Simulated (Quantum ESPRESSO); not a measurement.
# Hf (Im-3m) in Quantum ESPRESSO: a series of runs, part 2 of 2

Quantum ESPRESSO 7.5. Earlier steps stand in the parts before.

## Step 3: Relaxation of cell and atoms, PBEsol, target pressure 15 GPa, at which the enthalpy is minimised

pw.in reads:

```
&CONTROL
  calculation = 'vc-relax'
  prefix = 'pwscf'
  outdir = './tmp'
  pseudo_dir = './pseudo'
  tprnfor = .true.
  tstress = .true.
  disk_io = 'low'
  nstep = 40
  forc_conv_thr = 0.0004
  etot_conv_thr = 1d-05
/
&SYSTEM
  ibrav = 0
  nat = 1
  ntyp = 1
  ecutwfc = 45
  ecutrho = 360
  nbnd = 12
  occupations = 'smearing'
  smearing = 'gaussian'
  degauss = 0.00734986
/
&ELECTRONS
  conv_thr = 2d-10
  electron_maxstep = 120
  mixing_beta = 0.5
/
&IONS
  ion_dynamics = 'bfgs'
/
&CELL
  cell_dynamics = 'bfgs'
  press = 150
  press_conv_thr = 0.3
/
ATOMIC_SPECIES
Hf   178.4900 hf_pbesol_v1.uspp.F.UPF
CELL_PARAMETERS angstrom
  -1.7250000000    1.7250000000    1.7250000000
   1.7250000000   -1.7250000000    1.7250000000
   1.7250000000    1.7250000000   -1.7250000000
ATOMIC_POSITIONS crystal
Hf     0.0000000000    0.0000000000    0.0000000000
K_POINTS automatic
24 24 24 0 0 0
```

Potentials or basis: GBRV 1.5 PBEsol.

The run is started by

```
$ OMP_NUM_THREADS=1 pw.x -in pw.in > pw.out
```

pw.out:

```text
This program is part of the open-source Quantum ESPRESSO suite
     for quantum simulation of materials; please cite
         "P. Giannozzi et al., J. Phys.:Condens. Matter 21 395502 (2009);
         "P. Giannozzi et al., J. Phys.:Condens. Matter 29 465901 (2017);
         "P. Giannozzi et al., J. Chem. Phys. 152 154105 (2020);
     in publications or presentations arising from this work. More details at

     Message from routine setup:
     using ibrav=0 with symmetry is DISCOURAGED, use correct ibrav instead

     G-vector sticks info
     --------------------
     sticks:   dense  smooth     PW     G-vecs:    dense   smooth      PW
     Sum         857     419    169                15947     5481    1409

     Using Slab Decomposition

     bravais-lattice index     =            0
     lattice parameter (alat)  =       5.6461  a.u.
     unit-cell volume          =     138.5555 (a.u.)^3
     number of atoms/cell      =            1
     number of atomic types    =            1
     number of electrons       =        12.00
     number of Kohn-Sham states=           12
     kinetic-energy cutoff     =      45.0000  Ry
     charge density cutoff     =     360.0000  Ry
     scf convergence threshold =      2.0E-10
     mixing beta               =       0.5000
     number of iterations used =            8  plain     mixing
     energy convergence thresh.=      1.0E-05
     force convergence thresh. =      4.0E-04
     press convergence thresh. =      3.0E-01
     Exchange-correlation= SLA  PW   PSX  PSC
                           (   1   4  10   8   0   0   0)
     nstep                     =           40

     celldm(1)=   5.646100  celldm(2)=   0.000000  celldm(3)=   0.000000
     celldm(4)=   0.000000  celldm(5)=   0.000000  celldm(6)=   0.000000

     crystal axes: (cart. coord. in units of alat)
               a(1) = (  -0.577350   0.577350   0.577350 )
               a(2) = (   0.577350  -0.577350   0.577350 )
               a(3) = (   0.577350   0.577350  -0.577350 )

     reciprocal axes: (cart. coord. in units 2 pi/alat)
               b(1) = ( -0.000000  0.866025  0.866025 )
               b(2) = (  0.866025 -0.000000  0.866025 )
               b(3) = (  0.866025  0.866025  0.000000 )

     PseudoPot. # 1 for Hf read from file:
     hf_pbesol_v1.uspp.F.UPF
     Pseudo is Ultrasoft + core correction, Zval = 12.0
     Generated by new atomic code, or converted to UPF format
     Using radial grid of  921 points,  8 beta functions with:
                l(1) =   0
                l(2) =   0
                l(3) =   0
                l(4) =   1
[... 553 lines left out ...]
     Results may differ from those at the preceding step.

     G-vector sticks info
     --------------------
     sticks:   dense  smooth     PW     G-vecs:    dense   smooth      PW
     Sum         817     411    165                14771     5233    1289

     Using Slab Decomposition

     bravais-lattice index     =            0
     lattice parameter (alat)  =       5.6461  a.u.
     unit-cell volume          =     128.0332 (a.u.)^3
     number of atoms/cell      =            1
     number of atomic types    =            1
     number of electrons       =        12.00
     number of Kohn-Sham states=           12
     kinetic-energy cutoff     =      45.0000  Ry
     charge density cutoff     =     360.0000  Ry
     scf convergence threshold =      2.0E-12
     mixing beta               =       0.5000
     number of iterations used =            8  plain     mixing
     press convergence thresh. =      3.0E-01
     Exchange-correlation= SLA  PW   PSX  PSC
                           (   1   4  10   8   0   0   0)

     celldm(1)=   5.646100  celldm(2)=   0.000000  celldm(3)=   0.000000
     celldm(4)=   0.000000  celldm(5)=   0.000000  celldm(6)=   0.000000

     crystal axes: (cart. coord. in units of alat)
               a(1) = (  -0.562349   0.562349   0.562349 )
               a(2) = (   0.562349  -0.562349   0.562349 )
               a(3) = (   0.562349   0.562349  -0.562349 )

     reciprocal axes: (cart. coord. in units 2 pi/alat)
               b(1) = (  0.000000  0.889128  0.889128 )
               b(2) = (  0.889128  0.000000  0.889128 )
               b(3) = (  0.889128  0.889128  0.000000 )

     PseudoPot. # 1 for Hf read from file:
     hf_pbesol_v1.uspp.F.UPF
     Pseudo is Ultrasoft + core correction, Zval = 12.0
     Generated by new atomic code, or converted to UPF format
     Using radial grid of  921 points,  8 beta functions with:
                l(1) =   0
                l(2) =   0
                l(3) =   0
                l(4) =   1
                l(5) =   1
                l(6) =   2
                l(7) =   2
                l(8) =   3
     Q(r) pseudized with  6 coefficients,  rinner =    1.200   1.200   1.200
                                                       1.200   1.200   1.200
                                                       1.200

     atomic species   valence    mass     pseudopotential
     Hf               12.00   178.49000     Hf( 1.00)

     48 Sym. Ops., with inversion, found

   Cartesian axes

     site n.     atom                  positions (alat units)
         1        Hf     tau(   1) = (   0.0000000   0.0000000   0.0000000  )

     number of k points=   413  Gaussian smearing, width (Ry)=  0.0073

     Number of k-points >= 100: set verbosity='high' to print them.

     Dense  grid:    14771 G-vectors     FFT dimensions: (  36,  36,  36)

     Smooth grid:     5233 G-vectors     FFT dimensions: (  24,  24,  24)

     Initial potential from superposition of free atoms

     starting charge      10.0000, renormalised to      12.0000

     negative rho (up, down):  1.295E-01 0.000E+00
     Starting wfcs are   13 randomized atomic wfcs

     Self-consistent Calculation

     iteration #  1     ecut=    45.00 Ry     beta= 0.50
     Davidson diagonalization with overlap
     c_bands:  1 eigenvalues not converged
     c_bands:  1 eigenvalues not converged
     c_bands:  1 eigenvalues not converged
     c_bands:  1 eigenvalues not converged
     c_bands:  1 eigenvalues not converged
     ethr =  1.00E-06,  avg # of iterations = 11.1
[... 122 lines left out ...]
     negative rho (up, down):  1.113E-01 0.000E+00
          total   stress  (Ry/bohr**3)                   (kbar)     P=      148.28
   0.00100801  -0.00000000  -0.00000000          148.28       -0.00       -0.00
  -0.00000000   0.00100801  -0.00000000           -0.00      148.28       -0.00
  -0.00000000  -0.00000000   0.00100801           -0.00       -0.00      148.28

=------------------------------------------------------------------------------=
   JOB DONE.
=------------------------------------------------------------------------------=
```

Run time: 3.9 min. Hardware: 1 thread of Arm Neoverse V1, shared host; peak memory 0.19 GiB.

What came out:

```
Free energy                                            : -2156.7031 eV
Relaxed volume                                         : 18.97 Å³/atom
Relaxed cell                                           : a = 2.910 Å, b = 2.910 Å, c = 2.910 Å, α = 109.47°, β = 109.47°, γ = 109.47°
Space group after relaxing (to 0.05 Å)                 : Im-3m (No. 229)
Energy change on relaxing (the enthalpy is what falls) : +91.1 meV/atom
Ionic steps                                            : 4
Pressure after relaxing                                : 14.8 GPa
Band gap on the k mesh                                 : none (metal or under the smearing width)
```

The path:
| step | energy change (eV) | largest force (eV/Å) | pressure (GPa) | volume (Å³) |
| --- | --- | --- | --- | --- |
| 1 | 0.0000 | 0.0000 | 4.28 | 20.53 |
| 2 | 0.0534 | 0.0000 | 11.48 | 19.43 |
| 3 | 0.0947 | 0.0000 | 15.30 | 18.93 |
| 4 | 0.0911 | 0.0000 | 14.99 | 18.97 |

Final structure:
```
Hf
1.0
    -1.68018    1.68018    1.68018
     1.68018   -1.68018    1.68018
     1.68018    1.68018   -1.68018
Hf
1
Direct
  0.00000 0.00000 0.00000
```

Spin-orbit coupling is left out, which matters for the levels of Hf.

## Step 4: Relaxation of cell and atoms, PBEsol, target pressure 30 GPa, at which the enthalpy is minimised

pw.in, as its differences from that of step 3:

```diff
@@ -33,3 +33,3 @@
   cell_dynamics = 'bfgs'
-  press = 150
+  press = 300
   press_conv_thr = 0.3
```

The run is started by

```
$ OMP_NUM_THREADS=1 pw.x -in pw.in > pw.out
```

Wall time 4.3 min (1 thread of Arm Neoverse V1, shared host); peak memory 0.19 GiB.

It converged, with:

```
Free energy                                            : -2156.4909 eV
Relaxed volume                                         : 17.44 Å³/atom
Relaxed cell                                           : a = 2.830 Å, b = 2.830 Å, c = 2.830 Å, α = 109.47°, β = 109.47°, γ = 109.47°
Space group after relaxing (to 0.05 Å)                 : Im-3m (No. 229)
Energy change on relaxing (the enthalpy is what falls) : +302.1 meV/atom
Ionic steps                                            : 5
Pressure after relaxing                                : 29.7 GPa
Band gap on the k mesh                                 : none (metal or under the smearing width)
```

The path:
```
step  energy change (eV)  largest force (eV/Å)  pressure (GPa)  volume (Å³)
   1              0.0000                0.0000            4.28        20.53
   2              0.2147                0.0000           24.33        17.96
   3              0.3208                0.0000           31.14        17.34
   4              0.3017                0.0000           29.97        17.44
   5              0.3021                0.0000           30.00        17.44
```

Final structure:
```
CELL_PARAMETERS angstrom
-1.63362 1.63362 1.63362
1.63362 -1.63362 1.63362
1.63362 1.63362 -1.63362
ATOMIC_POSITIONS crystal
Hf 0.00000 0.00000 0.00000
```

Levels at points of the mesh, in eV from the Fermi level:
| k point | band 4 | band 5 | band 6 | band 7 | band 8 | band 9 |
| --- | --- | --- | --- | --- | --- | --- |
| (0.00, 0.00, 0.00) | -28.77 | -7.74 | 1.67 | 1.67 | 1.67 | 5.25 |
| (0.00, 0.00, -0.50) | -28.79 | -4.24 | -1.04 | 2.41 | 5.28 | 6.56 |
| (-0.50, -0.50, -0.50) | -30.00 | -3.83 | -3.83 | 8.88 | 8.88 | 8.88 |

Caveat: the volume moved by over 15 % at a fixed basis, so the end points are rough. The run has no spin-orbit coupling, so splittings on Hf are missing.

## Step 5: Overview

```csv
cell,gap on the mesh (eV),pressure (GPa)
relaxed to 0.3 kbar,none,0.1
relaxed to 15 GPa,none,14.8
relaxed to 30 GPa,none,29.7
```

Alike in all rows: task relaxation of cell and atoms; level PBEsol; potentials or basis GBRV 1.5 PBEsol; no spin polarisation; k mesh 24 × 24 × 24; cutoff (eV) 612; smearing gaussian 0.1 eV.

Caveats: the volume moved by over 15 % at a fixed basis, so the end points are rough (some runs).

Total energies depend on the potentials used, so only differences within one code and one set of settings carry meaning.
